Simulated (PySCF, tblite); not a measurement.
**C₁₀H₁₀Ge: geometry, infrared bands, NMR shifts, spin-spin couplings and electronic excitations, part 1 of 2**

Wanted: the infrared bands, NMR shifts, spin-spin couplings and electronic excitations of C₁₀H₁₀Ge (`C1=[CH][GeH]([c]2ccccc2)[CH]=C1`), by calculation.

Computed with tblite 0.8.0 and PySCF 2.14.0, with density-fitted response routines of our own, on a single molecule in the gas phase. Atoms are numbered from 0 throughout.

## Step 1: The starting structure

21 atoms, charge 0, multiplicity 1; geometry from: force field or distance geometry start.

Bonds of the start (Å): C0–C1 1.31, C1–Ge2 1.92, Ge2–C3 1.90, C3–C4 1.39, C4–C5 1.40, C5–C6 1.39, C6–C7 1.37, C7–C8 1.39, Ge2–C9 1.92, C9–C10 1.31, C10–C0 1.40, C8–C3 1.38, C0–H11 1.12, C1–H12 1.08, Ge2–H13 1.53, C4–H14 1.09, C5–H15 1.09, C6–H16 1.08, C7–H17 1.11, C8–H18 1.07, C9–H19 1.08, C10–H20 1.13.

## Step 2: Optimising the geometry with GFN2-xTB

What the job is given:

```
{"job": {"kind": "relax", "xc": "GFN2-xTB", "basis": "xTB"}, "charge": 0, "multiplicity": 1}
C      3.055500     0.847900     0.644700
C      2.142800     0.288600     1.405800
Ge     1.151100    -0.909400     0.273600
C     -0.669500    -0.404000     0.089900
C     -1.230900     0.671800     0.761800
C     -2.576000     1.005200     0.598800
C     -3.392500     0.245000    -0.232700
C     -2.824400    -0.830300    -0.874100
C     -1.484000    -1.172100    -0.725300
C      2.248900    -0.352700    -1.203700
C      3.099100     0.519100    -0.719100
H      3.748900     1.589500     1.115400
H      1.973400     0.426100     2.462500
H      1.382800    -2.379500     0.646000
H     -0.624500     1.300500     1.411300
H     -2.996700     1.856700     1.132400
H     -4.439700     0.499000    -0.349600
H     -3.478100    -1.445600    -1.534500
H     -1.130800    -2.028400    -1.268400
H      2.184300    -0.696800    -2.222200
H      3.851600     0.986400    -1.413000
```

On the command line:

```sh
$ OMP_NUM_THREADS=2 python probes_run.py task.json out
```

One launch serves the whole session: the jobs run in the order shown.

Standard output:

```text
step      E/eV     max force
  0    -770.56334    3.481
  1    -770.78173    1.245
  2    -770.83390    0.470
  3    -770.85535    0.310
  4    -770.87524    0.302
  5    -770.88817    0.242
  6    -770.90040    0.255
  7    -770.90820    0.198
  8    -770.91414    0.197
  9    -770.91872    0.171
 10    -770.92250    0.106
 11    -770.92524    0.123
 12    -770.92742    0.169
 13    -770.92944    0.157
 14    -770.93099    0.098
 15    -770.93201    0.066
 16    -770.93279    0.069
 17    -770.93342    0.062
 18    -770.93384    0.044
 19    -770.93408    0.043
 20    -770.93428    0.052
 21    -770.93450    0.054
 22    -770.93470    0.047
 23    -770.93484    0.037
 24    -770.93495    0.033
 25    -770.93505    0.031
 26    -770.93516    0.028
 27    -770.93526    0.026
 28    -770.93536    0.029
 29    -770.93545    0.030
 30    -770.93554    0.026
 31    -770.93562    0.023
 32    -770.93569    0.020
 33    -770.93575    0.024
 34    -770.93584    0.026
 35    -770.93594    0.023
 36    -770.93605    0.025
 37    -770.93617    0.026
 38    -770.93627    0.031
 39    -770.93638    0.030
 40    -770.93649    0.025
 41    -770.93662    0.028
 42    -770.93675    0.033
 43    -770.93688    0.036
 44    -770.93703    0.030
 45    -770.93721    0.033
 46    -770.93738    0.033
 47    -770.93753    0.025
 48    -770.93764    0.022
 49    -770.93774    0.020
 50    -770.93782    0.025
 51    -770.93791    0.027
 52    -770.93801    0.030
 53    -770.93816    0.041
 54    -770.93839    0.045
 55    -770.93866    0.040
 56    -770.93889    0.034
 57    -770.93906    0.026
 58    -770.93924    0.032
 59    -770.93948    0.043
 60    -770.93980    0.042
 61    -770.94011    0.037
 62    -770.94040    0.036
 63    -770.94071    0.045
 64    -770.94118    0.066
 65    -770.94180    0.073
 66    -770.94241    0.054
 67    -770.94282    0.045
 68    -770.94304    0.034
 69    -770.94321    0.039
 70    -770.94332    0.033
 71    -770.94344    0.020
 72    -770.94351    0.017
 73    -770.94359    0.017
 74    -770.94365    0.017
 75    -770.94373    0.017
 76    -770.94378    0.018
 77    -770.94384    0.022
 78    -770.94394    0.034
 79    -770.94410    0.043
 80    -770.94432    0.039
 81    -770.94455    0.036
 82    -770.94479    0.034
 83    -770.94503    0.039
 84    -770.94532    0.052
 85    -770.94546    0.049
 86    -770.94591    0.047
 87    -770.94622    0.045
 88    -770.94682    0.051
 89    -770.94730    0.066
 90    -770.94826    0.076
 91    -770.94906    0.069
 92    -770.95000    0.062
 93    -770.95070    0.072
 94    -770.95170    0.074
 95    -770.95274    0.092
 96    -770.95371    0.089
 97    -770.95478    0.076
 98    -770.95608    0.066
 99    -770.95718    0.072
100    -770.95810    0.063
101    -770.95885    0.058
102    -770.95935    0.074
103    -770.95986    0.043
104    -770.96030    0.050
105    -770.96088    0.051
106    -770.96127    0.054
107    -770.96184    0.045
108    -770.96232    0.057
109    -770.96273    0.052
110    -770.96317    0.066
111    -770.96380    0.054
112    -770.96455    0.039
113    -770.96482    0.042
114    -770.96507    0.022
115    -770.96516    0.034
116    -770.96527    0.025
117    -770.96533    0.018
118    -770.96542    0.014
119    -770.96548    0.018
120    -770.96553    0.016
121    -770.96557    0.018
122    -770.96560    0.012
123    -770.96565    0.012
124    -770.96571    0.018
125    -770.96579    0.021
126    -770.96588    0.028
127    -770.96602    0.036
128    -770.96619    0.036
129    -770.96640    0.030
130    -770.96658    0.029
131    -770.96672    0.023
132    -770.96675    0.034
133    -770.96688    0.021
134    -770.96695    0.016
135    -770.96707    0.020
136    -770.96716    0.023
137    -770.96725    0.019
138    -770.96732    0.014
139    -770.96736    0.012
140    -770.96740    0.013
141    -770.96743    0.013
142    -770.96746    0.011
143    -770.96749    0.015
144    -770.96752    0.016
145    -770.96755    0.011
146    -770.96757    0.010
147    -770.96759    0.010
```

Wall time 1.3 s (2 threads of AMD EPYC 9R14, shared host); peak memory 0.18 GiB.

The steps of the relaxation: (not every step is listed)

```csv
step,energy from step 0 (eV),largest force (eV/Å)
0,0.0000,3.4809
1,-0.2184,1.2450
2,-0.2706,0.4696
3,-0.2920,0.3104
4,-0.3119,0.3024
5,-0.3248,0.2422
6,-0.3371,0.2550
7,-0.3449,0.1975
8,-0.3508,0.1969
21,-0.3712,0.0545
34,-0.3725,0.0259
47,-0.3742,0.0251
60,-0.3765,0.0420
73,-0.3802,0.0171
86,-0.3826,0.0467
99,-0.3938,0.0719
112,-0.4012,0.0395
125,-0.4024,0.0206
138,-0.4040,0.0142
142,-0.4041,0.0114
143,-0.4041,0.0151
144,-0.4042,0.0158
145,-0.4042,0.0112
146,-0.4042,0.0100
147,-0.4042,0.0097
```

Distances of close pairs at the start and the end, largest changes first:

```csv
bond,before (Å),after (Å),change (Å)
Ge2–C3,1.898,1.967,+0.069
C0–C10,1.404,1.459,+0.056
C10–H20,1.125,1.082,-0.043
Ge2–C9,1.923,1.961,+0.038
C1–Ge2,1.924,1.961,+0.038
C0–H11,1.119,1.082,-0.037
C7–H17,1.114,1.081,-0.034
C9–C10,1.311,1.336,+0.025
```

The final coordinates are the input of the step that follows.

## Step 3: Harmonic vibrations with GFN2-xTB

What the job is given:

```
{"job": {"kind": "ir", "xc": "GFN2-xTB", "basis": "xTB"}, "charge": 0, "multiplicity": 1}
C      3.116021     0.623678     0.984623
C      2.190509    -0.234725     1.421756
Ge     1.170385    -0.899263    -0.116109
C     -0.744900    -0.450507    -0.122213
C     -1.144407     0.870823     0.025045
C     -2.486608     1.202950     0.035621
C     -3.444582     0.211722    -0.100108
C     -3.055561    -1.108643    -0.247294
C     -1.711253    -1.436300    -0.258361
C      2.331671     0.212632    -1.238684
C      3.194555     0.862467    -0.452701
H      3.807905     1.143144     1.634382
H      2.062726    -0.467397     2.465239
H      1.317284    -2.385623    -0.362361
H     -0.392216     1.641952     0.131629
H     -2.788799     2.234089     0.150998
H     -4.493798     0.468720    -0.090358
H     -3.801099    -1.883437    -0.354726
H     -1.403862    -2.467381    -0.373539
H      2.322755     0.329687    -2.308867
H      3.944355     1.548355    -0.824444
```

Standard output:

```text
mode    cm-1     km/mol
  1      20.0      0.01
  2      47.5      0.03
  3      66.3      0.02
  4     173.6      2.26
  5     185.8      0.07
  6     258.5      0.41
  7     328.8     35.17
  8     360.0      0.08
  9     377.4      3.73
 10     392.4     25.47
 11     431.9     13.38
 12     528.7     18.60
 13     578.4     30.26
 14     587.1      0.05
 15     626.4     78.45
 16     640.7      2.50
 17     660.3      1.87
 18     678.1      6.36
 19     714.0    167.20
 20     730.3     18.92
 21     772.9     32.93
 22     777.6      8.55
 23     873.4      0.00
 24     896.1      0.06
 25     908.9      0.06
 26     911.4      0.68
 27     925.0      0.00
 28     932.9      0.01
 29     964.7      0.67
 30     982.7      0.12
 31    1080.6      0.27
 32    1105.0      1.51
 33    1107.2      3.24
 34    1108.4      0.88
 35    1116.7      0.26
 36    1181.4      0.10
 37    1196.4      1.09
 38    1247.1      0.98
 39    1278.9      3.86
 40    1307.3      1.60
 41    1317.4      0.08
 42    1422.8      4.76
 43    1454.8      0.12
 44    1547.6      1.32
 45    1582.1      0.70
 46    1587.5      1.29
 47    1617.4      3.64
 48    1901.5    414.64
 49    3041.1     17.63
 50    3044.0     32.83
 51    3047.5     24.66
 52    3050.8    111.15
 53    3070.6      0.11
 54    3076.1     77.16
 55    3087.8     76.31
 56    3090.2     10.67
 57    3093.3     81.57
```

Wall time 1.1 s (2 threads of AMD EPYC 9R14, shared host); peak memory 0.18 GiB.

The strongest bands and the atoms that carry them (share of the mass-weighted mode):

```
cm⁻¹  km/mol                                   atoms
 329    35.2              Ge2 25 %, C1 22 %, C9 21 %
 626    78.5                                H13 74 %
 714   167.2  H19 21 %, H12 20 %, H13 16 %, H11 14 %
1902   414.6                                H13 98 %
3051   111.2                      H11 46 %, H20 43 %
3076    77.2                      H17 47 %, H15 41 %
3088    76.3            H16 57 %, H17 18 %, H15 15 %
3093    81.6                      H19 62 %, H12 28 %
```

## Step 4: Optimising the geometry at PBE0-D3(BJ)/def2-SVP

What the job is given:

```
{"job": {"xc": "PBE0", "basis": "def2-SVP", "d3": "d3bj", "grid": 1, "shake": 0.01, "kind": "geom"}, "charge": 0, "multiplicity": 1}
C      3.136430     0.598120     0.988800
C      2.184830    -0.239250     1.419600
Ge     1.150190    -0.901580    -0.124760
C     -0.711670    -0.448250    -0.125740
C     -1.147220     0.864140     0.014490
C     -2.490520     1.207770     0.033240
C     -3.435000     0.209720    -0.099870
C     -3.040100    -1.103190    -0.252350
C     -1.713080    -1.430890    -0.239010
C      2.328970     0.210200    -1.228660
C      3.185690     0.859550    -0.443880
H      3.813710     1.144060     1.641080
H      2.034440    -0.457180     2.455640
H      1.300600    -2.382860    -0.355360
H     -0.396660     1.631190     0.131890
H     -2.789330     2.248140     0.158470
H     -4.491860     0.479840    -0.092410
H     -3.810360    -1.877600    -0.348900
H     -1.406010    -2.475210    -0.371250
H      2.297820     0.336590    -2.303950
H      3.927970     1.548970    -0.834080
```

Standard output:

```text
step   0  E = -2462.79763992  max force = 0.030528
step   1  E = -2462.80303818  max force = 0.005805
step   2  E = -2462.80324262  max force = 0.001569
step   3  E = -2462.80324319  max force = 0.001510
step   4  E = -2462.80327771  max force = 0.001049
step   5  E = -2462.80328332  max force = 0.000367
optimisation converged
```

Wall time 2 min (2 threads of AMD EPYC 9R14, shared host); peak memory 1.3 GiB.

Step by step:

```
step  energy from step 0 (eV)  largest force component (eV/Å)
   0                   0.0000                          1.5698
   1                  -0.1469                          0.2985
   2                  -0.1525                          0.0807
   3                  -0.1525                          0.0776
   4                  -0.1534                          0.0539
   5                  -0.1536                          0.0189
```

Distances of close pairs at the start and the end, largest changes first:

| bond | before (Å) | after (Å) | change (Å) |
| --- | --- | --- | --- |
| Ge2–H13 | 1.507 | 1.541 | +0.034 |
| C7–C8 | 1.367 | 1.395 | +0.029 |
| Ge2–C3 | 1.916 | 1.945 | +0.028 |
| C1–Ge2 | 1.973 | 1.948 | -0.025 |
| C0–C10 | 1.457 | 1.482 | +0.025 |
| C1–H12 | 1.069 | 1.092 | +0.022 |
| C9–C10 | 1.331 | 1.347 | +0.016 |
| C5–C6 | 1.381 | 1.395 | +0.015 |

The next job starts from the end point, and lists it.

| at the end point | value |
| --- | --- |
| point group (found at 0.08 Å tolerance) | C1 |
| rotational constants (GHz, main isotopes) | 2.154, 0.521, 0.478 |
| dipole moment (D) | 0.61 |

## Step 5: NMR shieldings: PBE0/pcSseg-1

What the job is given:

```
{"job": {"kind": "nmr", "xc": "PBE0", "basis": "pcSseg-1"}, "charge": 0, "multiplicity": 1}
C      2.984363     0.499759     0.950540
C      2.083549    -0.395634     1.399163
Ge     1.142908    -1.106165    -0.152225
C     -0.751325    -0.668066    -0.196987
C     -1.161846     0.665810    -0.065580
C     -2.514144     0.999058    -0.091357
C     -3.476545     0.001077    -0.249941
C     -3.081657    -1.328617    -0.382884
C     -1.726250    -1.659630    -0.356429
C      2.240498     0.016224    -1.305077
C      3.070047     0.721930    -0.512017
H      3.648282     1.064067     1.615773
H      1.945789    -0.618295     2.458926
H      1.313025    -2.621565    -0.374609
H     -0.414381     1.455099     0.059133
H     -2.820578     2.042945     0.013121
H     -4.537490     0.262068    -0.270445
H     -3.831837    -2.113350    -0.508144
H     -1.428703    -2.706766    -0.463020
H      2.231284     0.117481    -2.391894
H      3.797417     1.444402    -0.900291
```

With the program's defaults for keys left out, this is: GIAO PBE0/pcSseg-1 NMR shielding, non-relativistic, gas phase.

Standard output:

```text
coarse grid: 83936 points
cycle   1  E = -2462.9504232788  dE =  1.028e+00  |g| = 9.517e-01  |ddm| = 4.687e+00
cycle   2  E = -2462.9210687001  dE =  2.935e-02  |g| = 9.920e-01  |ddm| = 1.307e+00
cycle   3  E = -2463.0459227251  dE = -1.249e-01  |g| = 8.425e-02  |ddm| = 7.486e-01
cycle   4  E = -2463.0467491739  dE = -8.264e-04  |g| = 4.205e-02  |ddm| = 1.047e-01
cycle   5  E = -2463.0472082457  dE = -4.591e-04  |g| = 1.002e-02  |ddm| = 4.820e-02
cycle   6  E = -2463.0472350760  dE = -2.683e-05  |g| = 2.685e-03  |ddm| = 1.398e-02
cycle   7  E = -2463.0472368105  dE = -1.735e-06  |g| = 1.172e-03  |ddm| = 4.120e-03
final grid: 178840 points
cycle   8  E = -2463.0472098160  dE =  7.033e-07  |g| = 2.050e-03  |ddm| = 3.860e-03
cycle   9  E = -2463.0472067770  dE =  3.039e-06  |g| = 3.870e-03  |ddm| = 5.622e-03
cycle  10  E = -2463.0472109388  dE = -4.162e-06  |g| = 2.567e-04  |ddm| = 3.834e-03
cycle  11  E = -2463.0472109563  dE = -1.748e-08  |g| = 3.123e-05  |ddm| = 2.552e-04
cycle  12  E = -2463.0472109565  dE = -2.037e-10  |g| = 1.056e-05  |ddm| = 4.047e-05
converged SCF energy = -2463.0472109565

GIAO shielding tensors (ppm)
atom      isotropic    diamagn.    paramagn.     s11        s22        s33       span
  0 C       30.760     255.076    -224.316    -86.870     41.289    137.861    224.732
  1 C       44.460     259.795    -215.335    -70.982     36.530    167.831    238.813
  2 Ge    1402.156    2753.908   -1351.752   1331.030   1422.348   1453.089    122.059
  3 C       47.202     261.883    -214.681    -47.933      9.512    180.026    227.960
  4 C       44.558     253.689    -209.130    -73.229     34.640    172.264    245.493
  5 C       50.952     253.662    -202.709    -61.319     39.740    174.436    235.755
  6 C       49.193     254.373    -205.181    -61.896     33.597    175.878    237.775
  7 C       50.311     253.576    -203.265    -61.802     38.774    173.961    235.764
  8 C       42.639     250.863    -208.224    -74.834     37.873    164.879    239.713
  9 C       44.966     259.956    -214.990    -69.702     36.557    168.044    237.745
 10 C       30.326     255.061    -224.735    -87.708     40.835    137.850    225.558
 11 H       24.097      29.460      -5.363     21.544     22.968     27.778      6.234
 12 H       24.707      31.707      -7.000     22.474     24.531     27.115      4.641
 13 H       26.085      28.627      -2.542     19.443     21.411     37.400     17.957
 14 H       23.896      34.528     -10.632     18.557     22.001     31.131     12.574
 15 H       23.892      30.846      -6.954     20.235     24.234     27.206      6.970
 16 H       23.810      28.119      -4.309     20.443     24.636     26.350      5.908
 17 H       23.775      28.342      -4.567     20.372     24.228     26.726      6.355
 18 H       23.508      31.801      -8.293     19.219     22.023     29.282     10.062
 19 H       24.716      31.585      -6.869     22.517     24.547     27.085      4.568
 20 H       24.069      29.339      -5.270     21.494     22.969     27.744      6.250
```

It took 41 s on 2 threads of AMD EPYC 9R14, shared host; peak memory 2 GiB.

Shifts follow as δ = σ(reference) − σ, with reference shieldings (ppm) from runs at the same level and on the same kind of geometry: 1H TMS 31.27, 13C TMS 184.4, 73Ge GeMe4 1330. The references are single molecules in the gas phase. Atoms listed in one row are averaged.

| atoms | environment | σ (ppm) | δ (ppm) |
| --- | --- | --- | --- |
| C0, C10 | alkene CH | 30.5 | 153.9 |
| C4, C8 | aromatic CH | 43.6 | 140.8 |
| C1, C9 | alkene CH | 44.7 | 139.7 |
| C3 | substituted aromatic carbon | 47.2 | 137.2 |
| C6 | aromatic CH | 49.2 | 135.2 |
| C5, C7 | aromatic CH | 50.6 | 133.8 |
| H14, H18 | hydrogen on an aromatic CH | 23.70 | 7.56 |
| H16 | hydrogen on an aromatic CH | 23.81 | 7.46 |
| H15, H17 | hydrogen on an aromatic CH | 23.83 | 7.43 |
| H11, H20 | hydrogen on an alkene CH | 24.08 | 7.18 |
| H12, H19 | hydrogen on an alkene CH | 24.71 | 6.56 |
| H13 | hydrogen on a germanium bonded to 3 C, in a 5-membered ring | 26.08 | 5.18 |
| Ge2 | germanium bonded to 3 C, H, in a 5-membered ring | 1402 | -72 |

The run also stored atomic charges by several schemes (e):

```csv
atoms,Mulliken,IAO,Hirshfeld,ESP fit
"C0, C10",-0.08,-0.14,-0.05,-0.04
"C1, C9",-0.43,-0.40,-0.14,-0.44
Ge2,0.98,0.77,0.35,0.50
C3,-0.47,-0.24,-0.09,-0.04
"C4, C8",-0.06,-0.14,-0.05,-0.15
"C5, C7",-0.08,-0.15,-0.05,-0.14
C6,-0.09,-0.14,-0.05,-0.14
```

Mayer bond orders: C0–C1 1.78, C1–Ge2 0.88, Ge2–C3 0.81, C3–C4 1.40, C4–C5 1.46, C5–C6 1.42, C6–C7 1.43, C7–C8 1.44, Ge2–C9 0.88, C9–C10 1.78, C10–C0 1.07, C8–C3 1.41.

Ring of atoms C0, C1, Ge2, C9, C10: NICS(0) 0.9, NICS(1) -1.5, NICS(1)zz 0.7 ppm (means of both faces).

Ring of atoms C3, C4, C5, C6, C7, C8: NICS(0) -7.9, NICS(1) -11.3, NICS(1)zz -28.2 ppm (means of both faces).

(Continued in part 2 of 2.)
